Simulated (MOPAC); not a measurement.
**Two attempts at CH3BrCl2Si (SMILES [SiH3]C(Cl)(Cl)Br)**

Aim: a single-point energy of CH3BrCl2Si at PM3 (COSMO acetone).

The calculation is run with MOPAC 23.2.5.

2 further runs of the same task are left out: 1 that didn't finish, 1 set aside as unsound or not needed.

## 1. The structure to begin with

CH3BrCl2Si has 8 atoms, charge 0, and is taken as a singlet. SMILES: `[SiH3]C(Cl)(Cl)Br`. The shape is that of a GFN2-xTB optimisation.

Bond lengths: Si1–C2 1.941 Å, C2–Cl3 1.773 Å, C2–Cl4 1.773 Å, C2–Br5 1.970 Å, Si1–H6 1.458 Å, Si1–H7 1.458 Å, Si1–H8 1.458 Å. Some angles: Si1–C2–Cl3 110.4°, Si1–C2–Cl4 110.5°, Si1–C2–Br5 109.1°, Cl3–C2–Cl4 109.1°, Cl3–C2–Br5 108.9°, Cl4–C2–Br5 108.7°, C2–Si1–H6 104.8°, C2–Si1–H7 104.4°, C2–Si1–H8 105.0°, H6–Si1–H7 114.0°.

## 2. Try one

File mol.mop:

```
PM3 DAMP=0.5 CHARGE=0 EPS=20.5 ITRY=5 1SCF PL THREADS=1 AUX(PRECISION=6)
CH3BrCl2Si, PM3

Si    -0.349610 +1    -0.463900 +1     0.895250 +1
C      0.317830 +1     0.340460 +1    -0.739710 +1
Cl     2.059600 +1     0.646940 +1    -0.611610 +1
Cl     0.015750 +1    -0.724240 +1    -2.125360 +1
Br    -0.610880 +1     2.051360 +1    -1.041950 +1
H     -0.042050 +1     0.505720 +1     1.939620 +1
H      0.388900 +1    -1.715050 +1     1.011710 +1
H     -1.779540 +1    -0.641280 +1     0.672050 +1
```

Run with:

```
mopac mol.mop
```

mol.out:

```text
MOPAC v23.2.5
PM3 CALCULATION RESULTS

 *  PM3        - The PM3 Hamiltonian to be used
 *
 *
 *
 *                 CHARGE ON SYSTEM = 0
 *
 *
 *
 *  EPS=20.5   - USE COSMO IMPLICIT SOLVATION MODEL
 *  1SCF       - DO 1 SCF AND THEN STOP
 *  THREADS=1  - MULTI-THREADING NOT USED
 *  ITRY=      - DO A MAXIMUM OF     5 ITERATIONS FOR SCF
 *  DAMP=      - DAMP SCF OSCILLATIONS USING DAMP=  0.50
 *  AUX        - OUTPUT AUXILIARY INFORMATION
 *  PL         - MONITOR CONVERGENCE IN DENSITY MATRIX
PM3 DAMP=0.5 CHARGE=0 EPS=20.5 ITRY=5 1SCF PL THREADS=1 AUX(PRECISION=6)
 CH3BrCl2Si, PM3

   ATOM   CHEMICAL          X               Y               Z
  NUMBER   SYMBOL      (ANGSTROMS)     (ANGSTROMS)     (ANGSTROMS)

     1      Si         -0.34961000  *  -0.46390000  *   0.89525000  *
     2       C          0.31783000  *   0.34046000  *  -0.73971000  *
     3      Cl          2.05960000  *   0.64694000  *  -0.61161000  *
     4      Cl          0.01575000  *  -0.72424000  *  -2.12536000  *
     5      Br         -0.61088000  *   2.05136000  *  -1.04195000  *
     6       H         -0.04205000  *   0.50572000  *   1.93962000  *
     7       H          0.38890000  *  -1.71505000  *   1.01171000  *
     8       H         -1.77954000  *  -0.64128000  *   0.67205000  *

          CARTESIAN COORDINATES

    NO.       ATOM           X           Y           Z

     1        Si         -0.3496     -0.4639      0.8952
     2         C          0.3178      0.3405     -0.7397
     3        Cl          2.0596      0.6469     -0.6116
     4        Cl          0.0158     -0.7242     -2.1254
     5        Br         -0.6109      2.0514     -1.0419
     6         H         -0.0421      0.5057      1.9396
     7         H          0.3889     -1.7151      1.0117
     8         H         -1.7795     -0.6413      0.6721

           Empirical Formula: C H3 Si Cl2 Br  =     8 atoms

      MOLECULAR POINT GROUP   :   Cs

      RHF CALCULATION, NO. OF DOUBLY OCCUPIED LEVELS = 16

 ALL CONVERGERS ARE NOW FORCED ON
 SHIFT=10, PULAY ON, CAMP-KING ON
 AND ITERATION COUNTER RESET

 ITERATION   1 PLS= 0.100E+01 0.000E+00 ENERGY     2520.406124 DELTAE 2420.4061243
 ITERATION   2 PLS= 0.112E+01 0.000E+00 ENERGY       74.523647 DELTAE-2445.8824772
 ITERATION   3 PLS= 0.134E+00 0.000E+00 ENERGY       40.093370 DELTAE  -34.4302771
 ITERATION   4 PLS= 0.992E-01 0.000E+00 ENERGY      -98.371932 DELTAE -138.4653023

          """""""""""""UNABLE TO ACHIEVE SELF-CONSISTENCE

          DELTAE=  -0.1385E+03     DELTAP=   0.2535E-01

 -------------------------------------------------------------------------------
 PM3 DAMP=0.5 CHARGE=0 EPS=20.5 ITRY=5 1SCF PL THREADS=1 AUX(PRECISION=6)
 CH3BrCl2Si, PM3

     A FAILURE HAS OCCURRED, TREAT RESULTS WITH CAUTION!!
      ++++----**** FAILED TO ACHIEVE SCF. ****----++++

                              PM3 CALCULATION

 FOR SOME REASON THE SCF CALCULATION FAILED.

 THE RESULTS WOULD BE MEANINGLESS, SO WILL NOT BE PRINTED.
 TRY TO FIND THE REASON FOR THE FAILURE BY USING 'PL'.

 CHECK YOUR GEOMETRY AND ALSO TRY USING SHIFT OR PULAY.

 CLOSED-SHELL ORGANIC MOLECULES SHOULD HAVE GOOD SCF CONVERGENCE,
 CHECK THEIR TOTAL CHARGE WITH THE 'LEWIS' KEYWORD,
 AND CHECK THEIR PROTONATION WITH THE 'ADD-H' KEYWORD.

   ATOM   CHEMICAL          X               Y               Z
  NUMBER   SYMBOL      (ANGSTROMS)     (ANGSTROMS)     (ANGSTROMS)

     1      Si         -0.34961000  *  -0.46390000  *   0.89525000  *
     2       C          0.31783000  *   0.34046000  *  -0.73971000  *
     3      Cl          2.05960000  *   0.64694000  *  -0.61161000  *
     4      Cl          0.01575000  *  -0.72424000  *  -2.12536000  *
     5      Br         -0.61088000  *   2.05136000  *  -1.04195000  *
     6       H         -0.04205000  *   0.50572000  *   1.93962000  *
     7       H          0.38890000  *  -1.71505000  *   1.01171000  *
     8       H         -1.77954000  *  -0.64128000  *   0.67205000  *

          THE SCF CALCULATION FAILED.

          UNABLE TO ACHIEVE SELF-CONSISTENCE

 *                                                                            *
 *     Error and normal termination messages reported in this calculation     *
 *                                                                            *
 * THE SCF CALCULATION FAILED.                                                *
 * UNABLE TO ACHIEVE SELF-CONSISTENCE                                         *
 * JOB ENDED NORMALLY                                                         *
 *                                                                            *

 TOTAL JOB TIME:             0.02 SECONDS

 == MOPAC DONE ==
```

It took 0.04 s on 1 thread of Arm Neoverse N1, shared host.

## 3. Reading the log

No converged result was reached.

The telling line is `THE SCF CALCULATION FAILED.`. The cause is that the iteration cap is too low for convergence. Among its listed settings the sound run differs in this, and the input shows the rest: iteration cap 100 in place of 5; keywords BONDS CAMP-KING MOZYME PL in place of PL.

## 4. The mended input

File run.mop:

```
PL MOZYME BONDS CAMP-KING 1SCF EPS=20.5 CHARGE=0 DAMP=0.5 ITRY=100 PM3 AUX(PRECISION=6) T=10M THREADS=1
CH3BrCl2Si

Si
C 1 r2
Cl 2 r3 1 a3
Cl 2 r4 3 a4 1 d4
Br 2 r5 3 a5 4 d5
H 1 r6 2 a6 3 d6
H 1 r7 6 a7 2 d7
H 1 r8 7 a8 6 d8

r2 1.940506
r3 1.773162
a3 110.404110
r4 1.773377
a4 109.119930
d4 -121.680300
r5 1.970033
a5 108.907900
d5 -118.562820
r6 1.457897
a6 104.792260
d6 59.278260
r7 1.457510
a7 114.003000
d7 113.537530
r8 1.458075
a8 113.873230
d8 -132.288600
```

Run with:

```
mopac run.mop
```

run.out:

```text
MOPAC v23.2.5
PM3 CALCULATION RESULTS
[...]
           Empirical Formula: C H3 Si Cl2 Br  =     8 atoms
      MOLECULAR POINT GROUP   :   Cs
[...]
     SCF FIELD WAS ACHIEVED
[...]
          FINAL HEAT OF FORMATION =         -0.61497 KCAL/MOL =      -2.57302 KJ/MOL
          VAN DER WAALS AREA      =        153.89 SQUARE ANGSTROMS
          DIELECTRIC ENERGY       =         -0.06771 EV
          COSMO AREA              =        153.89 SQUARE ANGSTROMS
          COSMO VOLUME            =        156.56 CUBIC ANGSTROMS
          NO. OF FILLED LEVELS    =         16
[...]
                             CARTESIAN COORDINATES
   1   Si        0.000000000     0.000000000     0.000000000
   2    C        1.940506000     0.000000000     0.000000000
   3   Cl        2.558699924     1.661908466     0.000000000
   4   Cl        2.562745748    -0.851208146     1.425878106
   5   Br        2.584910649    -0.920825101    -1.617978308
   6    H       -0.372223190     0.720110519    -1.211756741
   7    H       -0.362725531     0.687170986     1.233110549
   8    H       -0.377296854    -1.408214112    -0.023723491
           Empirical Formula: C H3 Si Cl2 Br  =     8 atoms
              NET ATOMIC CHARGES AND DIPOLE CONTRIBUTIONS
  ATOM NO.   TYPE          CHARGE      No. of ELECS.   s-Pop       p-Pop
    1         Si           0.560089        3.4399     0.94058     2.49933
    2          C          -0.269694        4.2697     1.35893     2.91077
    3         Cl           0.041124        6.9589     1.98293     4.97595
    4         Cl           0.033642        6.9664     1.98290     4.98346
    5         Br          -0.083914        7.0839     1.97273     5.11118
    6          H          -0.093491        1.0935     1.09349
    7          H          -0.094137        1.0941     1.09414
    8          H          -0.093618        1.0936     1.09362
 DIPOLE           X         Y         Z       TOTAL
 POINT-CHG.    -2.135     0.561     0.880     2.377
 HYBRID         0.308    -0.181    -0.295     0.463
 SUM           -1.827     0.380     0.585     1.956
[...]
 * JOB ENDED NORMALLY *
[...]
```

It took 0.04 s on 1 thread of Arm Neoverse N1, shared host.

## 5. Summary of results

Level: PM3 (COSMO acetone).

| quantity | value |
| --- | --- |
| heat of formation | -0.6 kcal/mol |
